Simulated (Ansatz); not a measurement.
**NiGe in Ansatz: the effect of target pressure**

Crystal: NiGe.

```xyz
8
Lattice="5.3810 0.0000 0.0000 0.0000 3.4280 0.0000 0.0000 0.0000 5.8110" Properties=species:S:1:pos:R:3 pbc="T T T"
Ge    1.6789    2.5710    5.3287
Ge    3.7021    0.8570    0.4823
Ge    1.0116    0.8570    2.4232
Ge    4.3694    2.5710    3.3878
Ni    2.6636    2.5710    1.8014
Ni    2.7174    0.8570    4.0096
Ni    0.0269    0.8570    4.7069
Ni    5.3541    2.5710    1.1041
```

Alike in all runs:

```yaml
Program: Ansatz 0.2.0
Task: relaxation of cell and atoms
Functional: PBEsol
Potentials_or_basis: Ansatz PAW
Cutoff: "420 eV (not typed: the program's choice for these potentials)"
k_mesh: 5 × 8 × 5
Occupations: fermi-dirac, width 0.05 eV
Spin: collinear spin, ferromagnetic start
Starting_moments: "[0.0, 0.0, 0.0, 0.0, 1.0, 1.0, 1.0, 1.0] μB"
```

Each run relaxes the cell or the atoms first.

```tsv
target pressure	relaxed volume (Å³/atom)
0 GPa	13.10
2 GPa	12.94
5 GPa	?
10 GPa	12.38
20 GPa	11.83
30 GPa	11.39
```

**Question.** What does the run with target pressure 5 GPa give?

**Answer.** Relaxed volume 12.71 Å³/atom.

Worked out: In Murnaghan's law V^(-B') rises as a straight line in P. The other rows fit best with B' = 4.3, V0 = 13.10 Å³/atom and B0 = 156 GPa, which gives 12.71 Å³/atom at 5 GPa, against the run's 12.71.

Caveats: the plane-wave basis is chosen anew once the cell has moved, so the energies of steps on either side of that aren't comparable; the PAW data sets come from PBE, with cores solved anew for the run's functional, which leaves a small shift of forces and pressure; the starting moments weren't kept; the volume moved by over 15 % at a fixed basis, so the end points are rough (some runs).
